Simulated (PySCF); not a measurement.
**GaS+: bond curves at several levels of theory**

One job finds the state of GaS+, follows it along the bond with each method and fits the curves.

Computed with PySCF 2.14.0. Level: Ga pcseg-1, S pcseg-1, no relativity.

## (1) Set-up

The job is set up so:

| Item | Value |
| --- | --- |
| atoms | Ga, S |
| charge | 1 |
| basis | Ga pcseg-1, S pcseg-1 |
| Hamiltonian | no relativity |
| basis functions | 45 |
| electrons treated | 46 |
| masses in u | 68.9256, 31.9721 |
| levels | PBE0, PBE, r²SCAN, LDA, PBEsol, r²SCANh, HF, MP2, SCS-MP2, CCSD, CCSD(T) |
| grid | 80 radial by 434 angular points |
| occupations | held fixed by the projection of orbital angular momentum |
| dissociation limit | Ga+ + S, each in its ground configuration |
| starting distance in angstrom | 2.290 |
| values of 2S to try | 0, 2 |

Started as:

```
$ OMP_NUM_THREADS=1 python dia.py task.json out
```

After this run come: The PBE0 curve of the state that the search chose; Other states along the same grid; PBE; r²SCAN; LDA (local density); PBEsol; r²SCANh; UHF; MP2 and coupled cluster.

What does the calculation give? Wanted: for each run, Re; ωe; De; μ.

The runs gave:

Lowest PBE0 solution found, without spin–orbit coupling: ³Σ⁻ (triplet), unpaired electrons π ↑↑. State 4 has its PBE0 minimum 0.44 eV higher, as a spin-mixed determinant (⟨S²⟩ = 1.01), so this is no gap between pure states. The other levels ran on the lowest alone.

```csv
level,Re (Å),ωe (cm⁻¹),De (eV),μ (D)
UHF,3.202,97.1,0.321,-2.49
UHF-MP2,3.032,123.0,0.463,n/a
UHF-SCS-MP2,3.063,118.7,0.437,n/a
UHF-CCSD,3.046,120.7,0.454,n/a
UHF-CCSD(T),3.024,125.2,0.483,n/a
LDA,2.826,167.6,0.89,-0.29
PBE,2.938,145.3,0.69,-0.74
PBEsol,2.877,156.8,0.77,-0.49
r²SCAN,2.902,148.3,0.67,-0.65
r²SCANh,2.907,146.7,0.64,-0.76
PBE0,2.937,142.7,0.60,-1.01
```

De is counted to Ga+ + S in their ground configurations. A positive dipole points from Ga to S; in an ion it is taken about the centre of mass and does not tell which atom is negative.

Bond lengths run from 2.826 Å (LDA) to 3.202 Å (UHF). CCSD(T) can't serve as the judge here: for a weak bond in this basis it is far from its limit. Among the levels with a De in the table, it runs from 0.321 eV (UHF) to 0.89 eV (LDA).

Correlated steps freeze 14 core orbitals.
